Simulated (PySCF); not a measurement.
# RuHF: structure of the singlet

Aim: relax RuHF as a singlet from a linear start, check by its vibrations whether the end is a minimum, and collect its spectrum and constants.

The runs use PySCF 2.14.0; PBE0, basis Ru def2-TZVP with ECP28, H def2-TZVP, F def2-TZVP, scalar-relativistic core potentials, no spin–orbit coupling, density fitting.

### 1 Starting geometry

3 atoms, charge 0, spin multiplicity 1.

Bond lengths: Ru1–H2 1.570 Å, Ru1–F3 1.890 Å. Angles: H2–Ru1–F3 180.0°.

Coordinates in bohr (charge 0 multiplicity 1):
```
Ru    0.0000    0.0000    0.0000
H     0.0000    0.0000   -2.9669
F     0.0000    0.0000    3.5716
```

### 2 First SCF at the start

One driver script runs all steps and calls PySCF; scf.py shows how it sets up the SCF of each step. The optimiser is the driver's own. After this first run the driver tries any further starts and a stability analysis.

File scf.py:

```python
from pyscf import gto, scf, dft
mol = gto.M(atom='''
Ru     0.000000     0.000000     0.000000
H      0.000000     0.000000    -1.570000
F      0.000000     0.000000     1.890000''',
    basis={'Ru': 'def2-TZVP', 'H': 'def2-TZVP', 'F': 'def2-TZVP'},
    ecp={'Ru': 'def2-TZVP'},
    charge=0, spin=0)
mf = dft.RKS(mol, xc='PBE0')
mf.grids.atom_grid = (50, 194)
aux = {'Ru': 'def2-universal-JKFIT', 'H': 'def2-universal-JKFIT', 'F': 'def2-universal-JKFIT'}
mf = mf.density_fit(auxbasis=aux)
mf.conv_tol = 1e-08
mf.diis_space = 10
mf.max_cycle = 60
mf.init_guess = 'minao'
mf.verbose = 4
mf.kernel()
```

Command:

```
$ OMP_NUM_THREADS=2 python axn.py task.json out
```

Log, shortened:

```text
[... the frontier levels of the middle cycles are left out ...]
init E= -187.304135425088
cycle= 1 E= -194.745240784285  delta_E= -7.44  |g|= 1.34  |ddm|= 3.98
  HOMO = 0.0233534711932316  LUMO = 0.047372374884524  gap/eV = 0.65359
cycle= 2 E= -190.545816613683  delta_E=  4.2  |g|= 3.61  |ddm|= 4.62
  HOMO = -0.31785831555197  LUMO = -0.256798749063768  gap/eV = 1.66152
cycle= 3 E= -194.958700631154  delta_E= -4.41  |g|= 0.92  |ddm|= 4.46
cycle= 4 E= -195.070887118335  delta_E= -0.112  |g|= 0.605  |ddm|= 0.644
cycle= 5 E= -195.129695838583  delta_E= -0.0588  |g|= 0.079  |ddm|= 0.27
cycle= 6 E= -195.131144331795  delta_E= -0.00145  |g|= 0.0431  |ddm|= 0.0854
cycle= 7 E= -195.131494489275  delta_E= -0.00035  |g|= 0.0183  |ddm|= 0.0256
cycle= 8 E= -195.131589885224  delta_E= -9.54e-05  |g|= 0.00717  |ddm|= 0.0248
cycle= 9 E= -195.131608723772  delta_E= -1.88e-05  |g|= 0.000876  |ddm|= 0.0142
cycle= 10 E= -195.131609810117  delta_E= -1.09e-06  |g|= 0.000369  |ddm|= 0.00397
cycle= 11 E= -195.131609965531  delta_E= -1.55e-07  |g|= 4.19e-05  |ddm|= 0.0019
cycle= 12 E= -195.131609966996  delta_E= -1.47e-09  |g|= 1.33e-05  |ddm|= 0.000184
  HOMO = -0.25833429392481  LUMO = -0.157004563290724  gap/eV = 2.75732
Extra cycle  E= -195.13160996702  delta_E= -2.41e-11  |g|= 1.57e-05  |ddm|= 2.44e-05
converged SCF energy = -195.13160996702
```

This step, with its further starts and checks, took 4.4 s on 2 threads of Arm Neoverse V1, shared host.

Energies from each starting density:

| start | energy (Eh) |
| --- | --- |
| the minimal-basis guess | -195.131610 |
| a thermally smeared density | -195.131610 |
| a smeared PBE density | -195.131611 |

No lower closed-shell solution turned up from the other starts or in the test of internal stability.

### 3 Relaxation: linear start, singlet

The program finds C∞v symmetry in the start, which this walk keeps. The walk stops when the largest gradient is under 0.0003 Eh/bohr and the energy has settled too.

Edit scf.py of step 2 so:

```diff
@@ -3,3 +3,3 @@
-Ru     0.000000     0.000000     0.000000
-H      0.000000     0.000000    -1.570000
-F      0.000000     0.000000     1.890000''',
+Ru     0.000000     0.000000    -0.281556
+H      0.000000     0.000000    -1.851556
+F      0.000000     0.000000     1.608444''',
@@ -16 +15,0 @@
-mf.init_guess = 'minao'
```

Energy and gradient, step by step:

| step | energy (Eh) | change (kJ/mol) | largest symmetric gradient (Eh/bohr) |
| --- | --- | --- | --- |
| 0 | -195.131611 | 0.00 | 0.02959 |
| 1 | -195.133479 | -4.90 | 0.01458 |
| 2 | -195.133982 | -6.22 | 0.00229 |
| 3 | -195.133996 | -6.26 | 0.00018 |
| 4 | -195.133996 | -6.26 | 0.00001 |

The walk took 4.2 s.

Positions (Å) and forces (eV/Å) along the way:

```
step 0
Ru   0.000   0.000  -0.282   0.000   0.000   1.434
H    0.000   0.000  -1.852   0.000   0.000  -1.522
F    0.000   0.000   1.608   0.000   0.000   0.088
step 1
Ru   0.000   0.000  -0.267   0.000   0.000   0.750
H    0.000   0.000  -1.884   0.000   0.000  -0.639
F    0.000   0.000   1.627   0.000   0.000  -0.111
step 2
Ru   0.000   0.000  -0.252   0.000   0.000   0.118
H    0.000   0.000  -1.906   0.000   0.000  -0.104
F    0.000   0.000   1.633   0.000   0.000  -0.014
step 3
Ru   0.000   0.000  -0.249   0.000   0.000   0.008
H    0.000   0.000  -1.910   0.000   0.000  -0.009
F    0.000   0.000   1.634   0.000   0.000   0.001
step 4
Ru   0.000   0.000  -0.249   0.000   0.000  -0.001
H    0.000   0.000  -1.910   0.000   0.000   0.000
F    0.000   0.000   1.634   0.000   0.000   0.000
```

It settles in C∞v symmetry, 6.3 kJ/mol below the start, after 4 steps: Ru–F 1.883 Å, Ru–H 1.661 Å; F–Ru–H 180.0°.

### 4 Is it a minimum? Harmonic modes

The point is checked on the finer grid, and tightened if its gradient asks for it. The Hessian and the dipole derivatives come from central differences of analytic gradients, with steps of 0.02 bohr.

Edit scf.py of step 3 so:

```diff
@@ -3,3 +3,3 @@
-Ru     0.000000     0.000000    -0.281556
-H      0.000000     0.000000    -1.851556
-F      0.000000     0.000000     1.608444''',
+Ru    -0.000000    -0.000000    -0.279833
+H     -0.000000     0.000000    -1.941083
+F      0.000000    -0.000000     1.603766''',
@@ -10 +10 @@
-mf.grids.atom_grid = (50, 194)
+mf.grids.atom_grid = (75, 302)
@@ -13 +13 @@
-mf.conv_tol = 1e-08
+mf.conv_tol = 1e-10
```

The driver hands on the density of the step before, so the log starts near convergence.

Log of the central SCF (cycles and frontier levels):

```text
init E= -195.134025796854
  HOMO = -0.261918244840776  LUMO = -0.158763534936356  gap/eV = 2.80698
cycle= 1 E= -195.134025796837  delta_E= 1.62e-11  |g|= 1.74e-05  |ddm|= 1.88e-05
  HOMO = -0.261914806978395  LUMO = -0.158759328897638  gap/eV = 2.80700
cycle= 2 E= -195.134025796743  delta_E= 9.44e-11  |g|= 3.09e-05  |ddm|= 2.82e-05
  HOMO = -0.261916525379818  LUMO = -0.158761587445586  gap/eV = 2.80699
cycle= 3 E= -195.134025796913  delta_E= -1.71e-10  |g|= 3.96e-06  |ddm|= 1.63e-05
  HOMO = -0.261916868273067  LUMO = -0.158761880976467  gap/eV = 2.80699
cycle= 4 E= -195.134025796922  delta_E= -8.44e-12  |g|= 1.54e-06  |ddm|= 3.88e-06
  HOMO = -0.261916847980861  LUMO = -0.15876185376844  gap/eV = 2.80699
Extra cycle  E= -195.13402579694  delta_E= -1.82e-11  |g|= 1.54e-06  |ddm|= 1.09e-05
converged SCF energy = -195.13402579694
```

The whole step took 17 s.

Geometry: C∞v; Ru–F 1.884 Å, Ru–H 1.661 Å; F–Ru–H 180.0°.

Modes, for the most abundant isotopes:

```tsv
ω (cm⁻¹)	IR (km/mol)	μ (u)
847i	236	1.08
573	79.4	1.08
611	227	21.78
1947	391	1.02
```

With 1 mode imaginary (up to 847i cm⁻¹) this point is a saddle.

The SCF density has lower symmetry than the nuclear frame, so the modes carry no labels; pairs that should be degenerate can split.

Constants and moments:

```yaml
Dipole_moment: 1.02 D
Highest_occupied_level: -7.13 eV
Lowest_empty_level: -4.32 eV
Rotational_constants: 0.278 cm⁻¹
Zero-point_energy_real_modes: 18.7 kJ/mol
Principal_polarisabilities: 21.1, 28.9, 47.1 bohr³
Atomisation_energy_without_zero-point_energy: 427 kJ/mol
Principal_traceless_quadrupole_moments_about_the_centre_of_mass: -10.12, 3.85, 6.27 D Å
```

Populations by atom (charges in e):

```json
{"atom": "Ru1", "Mulliken": "0.64", "Löwdin": "0.43", "polar tensor": "1.36", "Mayer order to Ru1": "–"}
{"atom": "H2", "Mulliken": "-0.13", "Löwdin": "-0.11", "polar tensor": "-0.46", "Mayer order to Ru1": "0.93"}
{"atom": "F3", "Mulliken": "-0.51", "Löwdin": "-0.33", "polar tensor": "-0.90", "Mayer order to Ru1": "0.74"}
```

Mulliken populations on Ru1 (outside its core potential): s 2.30, p 6.23, d 6.82, f 0.01.

### 5 Following the imaginary mode

The start is the last point, displaced along its most imaginary mode.

The program finds Cs symmetry in the start, which this walk keeps.

Edit scf.py of step 4 so:

```diff
@@ -3,3 +3,3 @@
-Ru    -0.000000    -0.000000    -0.279833
-H     -0.000000     0.000000    -1.941083
-F      0.000000    -0.000000     1.603766''',
+Ru     0.002176    -0.000504    -0.279804
+H     -0.116904     0.027084    -1.941055
+F     -0.005469     0.001267     1.603795''',
@@ -10 +10 @@
-mf.grids.atom_grid = (75, 302)
+mf.grids.atom_grid = (50, 194)
@@ -13 +13 @@
-mf.conv_tol = 1e-10
+mf.conv_tol = 1e-08
```

Steps of the walk:

| step | energy (Eh) | change (kJ/mol) | largest symmetric gradient (Eh/bohr) |
| --- | --- | --- | --- |
| 0 | -195.134729 | 0.00 | 0.01084 |
| 1 | -195.137910 | -8.35 | 0.02235 |
| 2 | -195.147636 | -33.89 | 0.02508 |
| 3 | -195.158004 | -61.11 | 0.02719 |
| 4 | -195.167783 | -86.78 | 0.02943 |
| 5 | -195.171806 | -97.34 | 0.02202 |
| 6 | -195.173546 | -101.91 | 0.00643 |
| 7 | -195.173710 | -102.34 | 0.00087 |
| 8 | -195.173713 | -102.35 | 0.00005 |

The walk took 8.9 s.

It settles in Cs symmetry, 102.4 kJ/mol below the start, after 8 steps: Ru–F 1.852 Å, Ru–H 1.562 Å; F–Ru–H 115.3°.

### 6 Hessian and properties

As before: finer grid, then central differences.

Edit scf.py of step 5 so:

```diff
@@ -3,3 +3,3 @@
-Ru     0.002176    -0.000504    -0.279804
-H     -0.116904     0.027084    -1.941055
-F     -0.005469     0.001267     1.603795''',
+Ru     0.134751    -0.031218    -0.245965
+H     -0.786902     0.182306    -1.488531
+F     -0.689425     0.159723     1.401177''',
@@ -10 +10 @@
-mf.grids.atom_grid = (50, 194)
+mf.grids.atom_grid = (75, 302)
@@ -13 +13 @@
-mf.conv_tol = 1e-08
+mf.conv_tol = 1e-10
```

SCF at the final geometry:

```text
init E= -195.173700944577
  HOMO = -0.225048847404667  LUMO = -0.133969490990271  gap/eV = 2.47840
cycle= 1 E= -195.173700944585  delta_E= -8.64e-12  |g|= 1.08e-05  |ddm|= 1.62e-05
  HOMO = -0.225047622201425  LUMO = -0.133968221340957  gap/eV = 2.47840
cycle= 2 E= -195.173700944524  delta_E= 6.17e-11  |g|= 2.34e-05  |ddm|= 1.65e-05
  HOMO = -0.225048666195869  LUMO = -0.133969069367723  gap/eV = 2.47840
cycle= 3 E= -195.173700944618  delta_E= -9.42e-11  |g|= 1.87e-06  |ddm|= 1.11e-05
  HOMO = -0.225048325321129  LUMO = -0.133968679202042  gap/eV = 2.47840
Extra cycle  E= -195.173700944623  delta_E= -5.57e-12  |g|= 2.25e-06  |ddm|= 7.28e-06
converged SCF energy = -195.173700944623
```

The whole step took 22 s on 2 threads of Arm Neoverse V1, shared host.

Geometry: Cs; Ru–F 1.852 Å, Ru–H 1.562 Å; F–Ru–H 115.5°.

Harmonic modes (main isotopes):

| symmetry | ω (cm⁻¹) | IR (km/mol) |
| --- | --- | --- |
| a' | 501 | 83.5 |
| a' | 646 | 83.9 |
| a' | 2161 | 144 |

Every mode is real; the point is a minimum.

Constants and moments:

| Quantity | Value |
| --- | --- |
| Dipole moment | 3.24 D |
| Highest occupied level | -6.12 eV |
| Lowest empty level | -3.65 eV |
| Rotational constants | 8.642, 0.3017, 0.2916 cm⁻¹ |
| Zero-point energy | 19.8 kJ/mol |
| Principal polarisabilities | 28.8, 29.9, 38.8 bohr³ |
| Atomisation energy without zero-point energy | 531 kJ/mol |
| Principal traceless quadrupole moments about the centre of mass | -4.86, 0.37, 4.48 D Å |
| Entropy at 298.15 K and 1 bar | 258.0 J/(mol K) |
| Heat capacity Cp at 298.15 K | 42.4 J/(mol K) |
| Enthalpy at 298.15 K above 0 K | 10.86 kJ/mol |
| Rotational symmetry number | 1 |

Charges (e) and bond orders:

| atom | Mulliken | Löwdin | polar tensor | Mayer order to Ru1 |
| --- | --- | --- | --- | --- |
| Ru1 | 0.54 | 0.31 | 0.99 | – |
| H2 | -0.03 | 0.00 | -0.26 | 1.00 |
| F3 | -0.50 | -0.31 | -0.73 | 0.79 |

Mulliken populations on Ru1 (outside its core potential): s 2.24, p 6.19, d 7.03, f 0.01.

### 7 The broken-symmetry singlet

A stability analysis found the closed shell of the lowest minimum unstable towards spin polarisation, so the unrestricted solution is followed.

The program finds Cs symmetry in the start, which may break. The walk stops when the largest gradient is under 0.0003 Eh/bohr and the energy has settled too.

Edit scf.py of step 6 so:

```diff
@@ -3,3 +3,3 @@
-Ru     0.134751    -0.031218    -0.245965
-H     -0.786902     0.182306    -1.488531
-F     -0.689425     0.159723     1.401177''',
+Ru     0.136058    -0.031521    -0.246417
+H     -0.785595     0.182003    -1.488983
+F     -0.688118     0.159420     1.400726''',
@@ -9,2 +9,2 @@
-mf = dft.RKS(mol, xc='PBE0')
-mf.grids.atom_grid = (75, 302)
+mf = dft.UKS(mol, xc='PBE0')
+mf.grids.atom_grid = (50, 194)
@@ -13 +13 @@
-mf.conv_tol = 1e-10
+mf.conv_tol = 1e-08
```

Steps of the walk:

| step | energy (Eh) | change (kJ/mol) | largest gradient (Eh/bohr) |
| --- | --- | --- | --- |
| 0 | -195.202261 | 0.00 | 0.00888 |
| 1 | -195.203559 | -3.41 | 0.00359 |
| 2 | -195.204124 | -4.89 | 0.00258 |
| 3 | -195.204152 | -4.96 | 0.00146 |
| 4 | -195.204162 | -4.99 | 0.00012 |
| 5 | -195.204162 | -4.99 | 0.00001 |

The walk took 8 s.

End point (Cs, 5 steps, 5.0 kJ/mol gained): Ru–F 1.847 Å, Ru–H 1.555 Å; F–Ru–H 104.4°.

### 8 Is it a minimum? Harmonic modes

The same treatment as at the point before.

Edit scf.py of step 7 so:

```diff
@@ -3,3 +3,3 @@
-Ru     0.136058    -0.031521    -0.246417
-H     -0.785595     0.182003    -1.488983
-F     -0.688118     0.159420     1.400726''',
+Ru     0.156768    -0.036319    -0.235047
+H     -0.889145     0.205993    -1.360552
+F     -0.794908     0.184160     1.333145''',
@@ -10 +10 @@
-mf.grids.atom_grid = (50, 194)
+mf.grids.atom_grid = (75, 302)
@@ -13 +13 @@
-mf.conv_tol = 1e-08
+mf.conv_tol = 1e-10
```

SCF at the final geometry:

```text
init E= -195.204044354729
[... the frontier-level lines of each cycle are left out ...]
cycle= 1 E= -195.204044354742  delta_E= -1.25e-11  |g|= 1.25e-06  |ddm|= 5.49e-06
Extra cycle  E= -195.204044354754  delta_E= -1.19e-11  |g|= 1.36e-06  |ddm|= 5.2e-06
converged SCF energy = -195.204044354754  <S^2> = 1.0059913  2S+1 = 2.2414204
```

The whole step took 42 s.

Geometry: Cs; Ru–F 1.848 Å, Ru–H 1.555 Å; F–Ru–H 104.4°.

Modes, for the most abundant isotopes:

```csv
ω (cm⁻¹),IR (km/mol)
557,46.1
631,114
2159,111
```

All wavenumbers are real: a minimum.

Here the density breaks the symmetry of the frame, and no labels are given.

Properties at this point:

- Dipole moment: 3.69 D
- Highest occupied level: -6.68 eV
- Lowest empty level: -2.94 eV
- Rotational constants: 7.498, 0.3057, 0.2937 cm⁻¹
- Zero-point energy: 20.0 kJ/mol
- Principal polarisabilities: 29.5, 32.8, 38.6 bohr³
- Atomisation energy without zero-point energy: 610 kJ/mol
- Principal traceless quadrupole moments about the centre of mass: -3.12, 0.71, 2.40 D Å
- Entropy at 298.15 K and 1 bar: 258.0 J/(mol K)
- Heat capacity Cp at 298.15 K: 42.0 J/(mol K)
- Enthalpy at 298.15 K above 0 K: 10.78 kJ/mol
- Rotational symmetry number: 1
- Spin squared ⟨S²⟩: 1.006

Charges (e) and bond orders:

```csv
atom,Mulliken,Löwdin,polar tensor,spin (Mulliken),Mayer order to Ru1
Ru1,0.52,0.31,0.99,0.00,–
H2,-0.02,-0.01,-0.24,0.00,1.00
F3,-0.50,-0.30,-0.74,0.00,0.82
```

Mulliken populations on Ru1 (outside its core potential): s 2.45, p 6.17, d 6.86, f 0.01.

### 9 All stationary points

| spin | group | bonds | imaginary modes (cm⁻¹) | ΔE (kJ/mol) | with zero-point energy |
| --- | --- | --- | --- | --- | --- |
| broken-symmetry (Ms = 0) | Cs (density of lower symmetry) | Ru–F 1.848 Å, Ru–H 1.555 Å | none | 0.0 | 0.0 |
| singlet | Cs | Ru–F 1.852 Å, Ru–H 1.562 Å | none | 79.7 | 79.4 |
| singlet | C∞v (density of lower symmetry) | Ru–F 1.884 Å, Ru–H 1.661 Å | 847i | 183.8 | – |

### 10 Results

```
                                          quantity                                      value
                                           minimum               broken-symmetry (Ms = 0), Cs
                                          geometry  Ru–F 1.848 Å, Ru–H 1.555 Å; F–Ru–H 104.4°
                                wavenumbers (cm⁻¹)                             557, 631, 2159
                                     dipole moment                                     3.69 D
highest occupied, lowest empty level (either spin)                            -6.68, -2.94 eV
                        polar-tensor charge of Ru1                                    +0.99 e
                                 zero-point energy                                20.0 kJ/mol
                               entropy at 298.15 K                            258.0 J/(mol K)
         atomisation energy (no zero-point energy)                                 610 kJ/mol
                                              ⟨S²⟩                                      1.006
```

The linear start (C∞v) ends in a minimum of Cs symmetry, after a stop at a saddle point 183.8 kJ/mol higher, from which it was pushed off along an imaginary mode. The determinant is spin-contaminated (⟨S²⟩ = 1.01 against 0.00), so it is no pure spin state. The strongest infrared band lies at 631 cm⁻¹ (stretch). Only this shape and spin were tried, so other structures or states may lie lower. The SCF density has lower symmetry than the nuclear frame.

The search up to here took 1.8 min on 2 threads of Arm Neoverse V1, shared host.
